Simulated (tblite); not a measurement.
# C4H10O2SSi: the cost of one run

Computed with tblite 0.8.0 and PySCF 2.14.0, with density-fitted response routines of our own, on a single molecule in the gas phase. Atoms are numbered from 0 throughout.

## Step 1: The starting structure

18 atoms, charge 0, multiplicity 1; geometry from: force field or distance geometry start.

Bonds of the start (Å): C0–S1 1.77, S1–O2 1.51, S1–O3 1.50, S1–C4 1.75, C4–C5 1.49, C5–C6 1.54, C6–Si7 1.85, Si7–C4 1.89, C0–H8 1.11, C0–H9 1.14, C0–H10 1.10, C4–H11 1.12, C5–H12 1.14, C5–H13 1.09, C6–H14 1.11, C6–H15 1.11, Si7–H16 1.45, Si7–H17 1.45.

## Step 2: Geometry optimisation with GFN2-xTB

The job: settings as JSON, then the geometry in Å.

```
{"job": {"kind": "relax", "xc": "GFN2-xTB", "basis": "xTB"}, "charge": 0, "multiplicity": 1}
C     -2.555400    -0.675900    -0.209200
S     -1.355800     0.330200     0.617200
O     -1.868900     1.749000     0.571900
O     -1.223400    -0.087400     2.051800
C      0.148000     0.304900    -0.270100
C      0.984400    -0.927600    -0.257700
C      2.153300    -0.012800    -0.682100
Si     1.577400     1.125200     0.659100
H     -2.628200    -0.342000    -1.261600
H     -3.568800    -0.586000     0.302000
H     -2.198900    -1.713600    -0.215900
H      0.016700     0.706200    -1.310600
H      1.243000    -1.303900     0.783500
H      0.764200    -1.715700    -0.976800
H      2.040700     0.394000    -1.710300
H      3.152000    -0.464500    -0.521200
H      1.731800     0.676900     2.029500
H      1.579000     2.549300     0.388900
```

On the command line:

```
$ OMP_NUM_THREADS=1 python probes_run.py task.json out
```

One launch serves the whole session: the jobs run in the order shown.

Q: Estimate the wall time and peak memory of this first job on 1 thread of Arm Neoverse N1, shared host.

About 1.7 s, with a peak of 0.18 GiB.
